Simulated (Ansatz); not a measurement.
# CH3BOS: vertical ionisation energy

One table from this session's results is given with a row withheld; the runs are named, their logs left out.

Method: unrestricted cation, the program's frozen cores in correlated methods; program: Ansatz 0.2.0, Gaussian basis.

Levels to be run: UKS PBE-D4/def2-TZVPP; UKS r2SCAN-D4/def2-TZVPP; UKS PBE0-D4/def2-TZVPP; UKS B3LYP-D4/def2-TZVPP; UKS wB97X-V/def2-TZVPP; UKS wB97M-V/def2-TZVPP; UKS B2PLYP/def2-TZVPP; UHF-CCSD(T)/def2-TZVPP; UHF-MP2/def2-QZVPP; extrapolation to the limit; then −ε(HOMO) from the neutral's earlier runs with LDA (SPW92), PBE-D4, revPBE-D4, BLYP-D4, r2SCAN-D4, B97M-V, PBE0-D4, B3LYP-D4, r2SCANh-D4, r2SCAN0-D4, HSE06-D4, BHLYP-D4, CAM-B3LYP-D4, LC-ωPBE, ωB97X-V, ωB97M-V.

### The geometry

All runs share one geometry, relaxed beforehand with PBE0-D4 in a triple-zeta def2 set.

SMILES `OB1CS1`, 7 atoms, charge 0, spin multiplicity 1.

Atoms are counted from 1 here; the program's logs count them from 0.

Bond lengths: O1–B2 1.340 Å, O1–H5 0.961 Å, B2–C3 1.530 Å, B2–S4 1.754 Å, C3–S4 1.883 Å, C3–H6 1.087 Å, C3–H7 1.087 Å. Angles: B2–O1–H5 113.4°, O1–B2–C3 148.4°, O1–B2–S4 142.0°, C3–B2–S4 69.6°, B2–C3–S4 60.8°, B2–C3–H6 121.6°, B2–C3–H7 121.6°, S4–C3–H6 113.5°, S4–C3–H7 113.5°, H6–C3–H7 113.4°, B2–S4–C3 49.6°.

The first run:

Contents of in.yaml:

```yaml
crystal:
  periodic: [false, false, false]
  atoms:
    - {symbol: O, position_ang: [-1.350878, 0.665472, -1.019497]}
    - {symbol: B, position_ang: [-0.440250, -0.112422, -0.418951]}
    - {symbol: C, position_ang: [0.728032, -0.232298, 0.561564]}
    - {symbol: S, position_ang: [0.117992, -1.772767, -0.333787]}
    - {symbol: H, position_ang: [-1.299097, 1.587528, -0.754321]}
    - {symbol: H, position_ang: [0.568433, -0.263585, 1.636092]}
    - {symbol: H, position_ang: [1.737069, 0.059972, 0.283199]}
basis:
  gaussian: {orbitals: def2-TZVPP}
total_charge: 1
magnetization: {spin_polarized: true, initial_magnetization: 1}
hamiltonian: {xc: pbe, dispersion: d4}
```

On the command line:

```console
$ ansatz run in.yaml --threads 2 --pin off --events-out ev --progress --plain --max-ram 4352MiB
```

Steps of the session up to this table: Cation, UKS PBE-D4/def2-TZVPP; Cation, UKS r2SCAN-D4/def2-TZVPP; Cation, UKS PBE0-D4/def2-TZVPP; Cation, UKS B3LYP-D4/def2-TZVPP; Cation, UKS wB97X-V/def2-TZVPP; Cation, UKS wB97M-V/def2-TZVPP; Cation, UKS B2PLYP (frozen core)/def2-TZVPP; Cation, UHF-CCSD(T)/def2-TZVPP; Cation, UHF-MP2/def2-QZVPP.

One of the session's tables, all rows but one given; the rest of the session is left out.

It belongs to the step «Ionisation energies side by side». Orbital estimates, from the neutral's runs:

```
  functional  −ε(HOMO) (eV)
 LDA (SPW92)              ?
      PBE-D4           6.01
   revPBE-D4           5.96
     BLYP-D4           5.84
   r2SCAN-D4           6.25
      B97M-V           6.31
     PBE0-D4           7.20
    B3LYP-D4           6.95
  r2SCANh-D4           6.69
  r2SCAN0-D4           7.36
    HSE06-D4           6.80
    BHLYP-D4           8.25
CAM-B3LYP-D4           8.50
     LC-ωPBE           9.90
     ωB97X-V           9.53
     ωB97M-V           9.36
```

Estimate the missing values for LDA (SPW92).

The run gave: −ε(HOMO) (eV): 6.13. In the column «−ε(HOMO) (eV)» it lies between PBE-D4 (6.01) and r2SCAN-D4 (6.25).
